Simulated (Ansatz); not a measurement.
I need a relaxation followed by a look at the electronic structure of Mn₃IrN, space group Pm-3m. Use the Python package of Ansatz (0.2.0). Use (first run): PBEsol, PAW, cutoff 550 eV, 5×5×5 k-points, Fermi-Dirac smearing of 0.15 eV, collinear spin.

```xyz
5
Lattice="3.9130 0.0000 0.0000 0.0000 3.9130 0.0000 0.0000 0.0000 3.9130" Properties=species:S:1:pos:R:3 pbc="T T T"
Mn    0.0000    1.9565    1.9565
Mn    1.9565    0.0000    1.9565
Mn    1.9565    1.9565    0.0000
Ir    0.0000    0.0000    0.0000
N     1.9565    1.9565    1.9565
```

`mn3irn_pipeline.py`:
```python
"""From the given cell of Mn3IrN to a relaxed cell, its gap and its density of states."""

import ansatz
import numpy as np


def count_gap(report):
    # lowest empty less highest filled band, counting bands; zero where they overlap
    return max(report.get("gap_by_band_count_ev") or 0.0, 0.0)


def with_settings(crystal, spacing):
    return (
        crystal.calculation()
        .spin("collinear")  # two spin channels
        .functional("PBEsol")
        .occupations("Fermi-Dirac", width=0.15)  # the run then minimises F = E - TS
        .basis(550)
        .kpoints(spacing=spacing)
    )


def main() -> None:
    mn3irn = (
        ansatz.Lattice.of((3.913, 0.0, 0.0), (0.0, 3.913, 0.0), (0.0, 0.0, 3.913))
        .atom("Mn", (0.0, 0.5, 0.5))
        .atom("Mn", (0.5, 0.0, 0.5))
        .atom("Mn", (0.5, 0.5, 0.0))
        .atom("Ir", (0.0, 0.0, 0.0))
        .atom("N", (0.5, 0.5, 0.5))
        .moments(Mn=5.2)
    )

    relaxed = with_settings(mn3irn, 0.34).relax(cell=True, force_tolerance=0.02, max_steps=40).checkpoint(write="relax.run", compress=False).run(threads=1, pin="off")
    cell = np.asarray(relaxed.lattice.cell_ang)
    print("relaxed edges (A):", np.linalg.norm(cell, axis=1).round(4), " volume:", round(abs(np.linalg.det(cell)), 3), "A^3")
    for site in relaxed.lattice.sites:
        print(" ", site.symbol, np.round(site.position_frac, 4) + 0.0)

    final = ansatz.Crystal.from_checkpoint("relax.run")
    out = with_settings(final, 0.26).stress().band_table().density_of_states(energy_step=0.05).run(threads=1, pin="off")
    report = out.report
    dos = out.density_of_states()
    print(f"pressure at the relaxed cell {np.trace(report['stress_gpa']) / 3:.3f} GPa, gap by band count {count_gap(report):.3f} eV")
    if count_gap(report) == 0:
        print("states/eV at the Fermi level:", round(float(np.interp(dos.fermi_ev, dos.energies_ev, dos.spin_summed_g_bin_mean_per_ev)), 3))
    print(f"net moment {report['magnetization_mub']:.3f} muB, absolute {report['absolute_magnetization_mub']:.3f} muB")
    for index, (site, m) in enumerate(zip(out.lattice.sites, report["site_moments_mub"])):
        print(f"  {index:2d} {site.symbol:2s} {m:7.3f}")


if __name__ == "__main__":
    main()
```

```console
$ python mn3irn_pipeline.py
DeckWarning: where an SCF of this run starts from atoms to list the orders of its open shells, Mn (sites 0, 1, 2, from 0) starts with 5.00 μB on its 3d shell, in the place of the 5.20 μB that the deck gives it: its open shells can hold no more by Hund's first rule. To start from spheres of the given moment, type scf.initial_density.shell_occupations: []
RunWarning: the starting moments were not kept: the SCF closed with an absolute magnetisation of 7.8e-1 μB, where they sum to 15.6 μB in size (3 sites). That is at most 0.1 of that sum. The system's moment may be that small; this SCF shows only that its start led to no larger one. This SCF took its magnetisation from the state that an earlier stage of the run handed on, and the starting moments (crystal.atoms[].spin, magnetization.per_species, magnetization.initial_magnetization, or on a [...]
relaxed edges (A): [3.716 3.716 3.716]  volume: 51.311 A^3
  Mn [0.  0.5 0.5]
  Mn [0.5 0.  0.5]
  Mn [0.5 0.5 0. ]
  Ir [0. 0. 0.]
  N [0.5 0.5 0.5]
DeckWarning: crystal.checkpoint: the structure is that of relax.run, a `relax` run, at its step 6: its result, under pbesol at a charge of 0 e; 5 atoms read, 3 with a starting moment [...]
pressure at the relaxed cell 8.170 GPa, gap by band count 0.000 eV
states/eV at the Fermi level: 4.612
net moment -0.830 muB, absolute 4.544 muB
   0 Mn   1.484
   1 Mn  -1.076
   2 Mn  -1.076
   3 Ir  -0.070
   4 N    0.005
```
(Warnings from the package without file and line, shortened, repeats left out.)

Reading the output:
- The SCF didn't keep the moments it started from (some shrank, vanished or turned); what is printed is the state reached.
- For a metal this k-point mesh is coarse: on a finer one energies can move by several to tens of meV an atom and pressures by half a GPa or more, differences at one mesh by less.
- Only differences from the Fermi energy are physical; the zero of the scale is a convention.
- A Fermi-Dirac width this large means warm electrons, whose thermal share enters the free energy.
- A gap by band count of zero or less means overlapping bands, a metal.
- The starting cell is as deposited in a crystallographic database; the results hold for this polymorph, which needn't be the stable one.
- Gaps and levels are Kohn-Sham values on a finite set of k-points, without spin-orbit coupling.
- Where the second run takes another functional or mesh than the relaxation, its pressure isn't zero; pressure is positive in compression.
- The density of states is complete only as far up as bands were computed.
- Finished in 4.6 min on 1 thread of Arm Neoverse V2, with other jobs on the host, peak memory 1.2 GiB.
